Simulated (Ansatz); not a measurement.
**ZnCu2SnS4: further runs on the relaxed cell**

An exercise on one series of results from a longer session: the logs are not shown, and one member is left open.

Program: Ansatz 0.2.0. Level of theory: DFT PBEsol, scalar-relativistic, plane waves, PAW. These are calculated values, not measurements.

1 further run of the same task is left out (set aside as unsound or not needed). Runs told in other sessions of the task aren't counted.

### The starting structure

Symmetry: I-4, No. 82, tetragonal system. Conventional cell: a = 5.374 Å, b = 5.374 Å, c = 10.754 Å, α = 90.00°, β = 90.00°, γ = 90.00°. Zn (site symmetry -4) has 4 S at 2.33 Å in its first shell of neighbours. Around Cu (site symmetry -4) lie 4 S at 2.27 Å. Around Sn (site symmetry -4) lie 4 S at 2.45 Å. S (site symmetry 1) is surrounded by 2 Cu at 2.27 Å and 1 Zn at 2.33 Å and 1 Sn at 2.45 Å.

As a file:

```xyz
8
Lattice="-2.6870 2.6870 5.3771 2.6870 -2.6870 5.3771 2.6870 2.6870 -5.3771" Properties=species:S:1:pos:R:3 pbc="T T T"
Zn    2.6870    0.0000    2.6886
Cu    0.0000    0.0000    0.0000
Cu    0.0000    2.6870    2.6886
Sn    0.0000    0.0000    5.3771
S     4.1304    1.2923    1.3971
S     1.2923    1.2435   -1.3971
S    -1.4434    1.3946    6.7742
S     1.3946    1.4434    3.9800
```

This cell was relaxed beforehand with the same method: volume 19.41 Å³/atom, gap on the mesh 0.11 eV.

The first run:

input.yaml reads:

```yaml
crystal:
  lattice:
    - [-2.6598130876, 2.6598130876, 5.3227951623]
    - [2.6598130876, -2.6598130876, 5.3227951623]
    - [2.6598130876, 2.6598130876, -5.3227951623]
  atoms:
    - { symbol: Zn, position: [0.25, 0.75, 0.5] }
    - { symbol: Cu, position: [0.0, 0.0, 0.0] }
    - { symbol: Cu, position: [0.75, 0.25, 0.5] }
    - { symbol: Sn, position: [0.5, 0.5, 0.0] }
    - { symbol: S, position: [0.3703906683, 0.8985119886, 1.0090793936] }
    - { symbol: S, position: [0.1014880114, 0.110567405, 0.4718786797] }
    - { symbol: S, position: [0.889432595, 0.3613112746, -0.0090793936] }
    - { symbol: S, position: [0.6386887254, 0.6296093317, 0.5281213203] }
basis:
  ecutwfc: 420
kpoints:
  mp_grid: { grid: [10, 10, 10] }
hamiltonian:
  xc: pbesol
scf:
  occupations: { method: gaussian, width: 0.01 }
output:
  forces: true
  stress: true
  eigenvalues: true
relax:
  adjacent_minimum: "off"
  f_tol: 0.01
  max_steps: 30
  cell: { stress_tol: 0.1, fix: [volume] }
```

Started as:

```
$ ansatz run input.yaml --threads 2 --pin off --max-ram 5120MiB --backend cpu --events-out ev --progress --plain --runs-dir out
```

Among the steps run: The cell scaled to 0.97 of its volume; Volume × 1.03; The cell scaled to 0.94 of its volume; The cell scaled to 1.06 of its volume.

One of the session's tables, all rows but one given; the rest of the session is left out.

It belongs to the step «Fit of the equation of state». 

```
volume (Å³/atom)  energy above the lowest point (meV/atom)  pressure (GPa)  gap on the mesh (eV)
          18.246                                      19.6            5.73                  0.28
          18.828                                         ?               ?                     ?
          19.411                                       0.0           -0.01                  0.11
          19.993                                       4.2           -2.21                  0.03
          20.575                                      15.6           -4.05                  0.04
```

Q: Estimate the row for volume (Å³/atom) = 18.828 from the others.

Worked estimate for «energy above the lowest point (meV/atom)». A straight line through the neighbours (18.246, 19.6) and (19.411, 0.0) gives 19.6 + (0.0 − 19.6) × (18.828 − 18.246) / (19.411 − 18.246) = 9.8; a parabola fitted to 3 rows on both sides gives 5.1.

**Answer.** energy above the lowest point (meV/atom): 4.6; pressure (GPa): 2.61; gap on the mesh (eV): 0.19. In «energy above the lowest point (meV/atom)» the line misses by +5.2 and the parabola by +0.5.
